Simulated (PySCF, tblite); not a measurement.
**C₄H₁₆N₂Si₂: geometry, infrared bands and NMR shifts**

Aim: predict the infrared bands and NMR shifts of C₄H₁₆N₂Si₂ (`CC(C)(C)N[SiH2][SiH2]N`).

Programs: tblite 0.8.0 and PySCF 2.14.0, with density-fitted response routines of our own. Each step states its level of theory. These are calculated values for one molecule in the gas phase, unless marked as measured. Atoms count from 0, in the outputs and in this text.

## Step 1: Starting geometry

24 atoms, charge 0, multiplicity 1; geometry from: force field or distance geometry start.

Bonds of the start (Å): C0–C1 1.51, C1–C2 1.49, C1–C3 1.53, C1–N4 1.46, N4–Si5 1.80, Si5–Si6 2.25, Si6–N7 1.80, C0–H8 1.12, C0–H9 1.11, C0–H10 1.10, C2–H11 1.11, C2–H12 1.12, C2–H13 1.09, C3–H14 1.10, C3–H15 1.09, C3–H16 1.13, N4–H17 1.04, Si5–H18 1.46, Si5–H19 1.47, Si6–H20 1.45, Si6–H21 1.48, N7–H22 1.04, N7–H23 1.05.

## Step 2: Relaxing the molecule with GFN2-xTB

Job settings and geometry (Å):

```
{"job": {"kind": "relax", "xc": "GFN2-xTB", "basis": "xTB"}, "charge": 0, "multiplicity": 1}
C     -1.377100     1.459100    -0.674400
C     -1.470500     0.102100    -0.027000
C     -2.635600     0.089000     0.901100
C     -1.628700    -0.992300    -1.085400
N     -0.204700    -0.186000     0.630400
Si     1.053300    -0.161500    -0.656900
Si     2.970300    -0.626300     0.418200
N      4.070300     0.781200     0.214000
H     -2.234200     2.084300    -0.318700
H     -1.443100     1.290900    -1.765400
H     -0.456500     1.984900    -0.376300
H     -2.907700     1.143600     1.133700
H     -3.507100    -0.327100     0.324900
H     -2.474000    -0.448200     1.837000
H     -2.666300    -1.335400    -1.173000
H     -1.231500    -0.568400    -2.013400
H     -0.969500    -1.842500    -0.752100
H     -0.247000    -1.170700     0.975900
H      1.186500     1.140200    -1.304900
H      0.830900    -1.218000    -1.649700
H      3.617600    -1.768300    -0.201500
H      2.687800    -0.839200     1.857800
H      3.996100     1.049500    -0.788000
H      5.029000     0.379000     0.334600
```

Launch:

```bash
$ OMP_NUM_THREADS=1 python probes_run.py task.json out
```

This one command runs all jobs of the session in turn.

**Question.** This job is followed by: GFN2-xTB harmonic vibrations, gas phase; GIAO PBE0/pcSseg-1 NMR shielding, non-relativistic, gas phase. Predict these results of the whole session: strongest single infrared mode (GFN2-xTB); zero-point energy (GFN2-xTB); 13C shifts against TMS (PBE0/pcSseg-1, means over atoms taken as alike); 1H shifts against TMS (PBE0/pcSseg-1, means over atoms taken as alike); 15N shifts against NH3 (PBE0/pcSseg-1); 29Si shifts against TMS (PBE0/pcSseg-1); surface potential, 1st and 99th percentile.

The runs gave:

| quantity | value |
| --- | --- |
| strongest single infrared mode (GFN2-xTB) | 686 cm⁻¹, 533 km/mol |
| zero-point energy (GFN2-xTB) | 122.1 kcal/mol |
| 13C shifts against TMS (PBE0/pcSseg-1, means over atoms taken as alike) | 50.1, 33.2 ppm |
| 1H shifts against TMS (PBE0/pcSseg-1, means over atoms taken as alike) | 5.09, 5.04, 1.23, -0.42, -0.45 ppm |
| 15N shifts against NH3 (PBE0/pcSseg-1) | 44.5, -5.3 ppm |
| 29Si shifts against TMS (PBE0/pcSseg-1) | -54.3, -67.9 ppm |
| surface potential, 1st and 99th percentile | -1.27 V and 1.46 V |

**Reading.** Relaxing lowered the energy by 1.801 eV in 181 steps; the close pair that moved most is N4–Si5, from 1.800 to 1.716 Å. No mode is imaginary among the 66: a minimum at this level. The strongest single mode, at 686 cm⁻¹, is spread over many atoms; the largest shares are those of H20, H21. Unscaled tight-binding wavenumbers are off by several per cent, some by more. Its intensities can rank the bands wrongly. The most deshielded carbon is C1 (fully substituted sp3 carbon bonded to N), at 50.1 ppm: pulled downfield by the heteroatom. At PBE0/pcSseg-1: The largest span, 121 ppm, is at Si6, where the paramagnetic term is -476 ppm. By nearest atom (PBE0/pcSseg-1), the HOMO sits on N4 56 %; H19 9 % and the LUMO on Si5, Si6 about 14 % each; 4 H atoms about 9 % each.
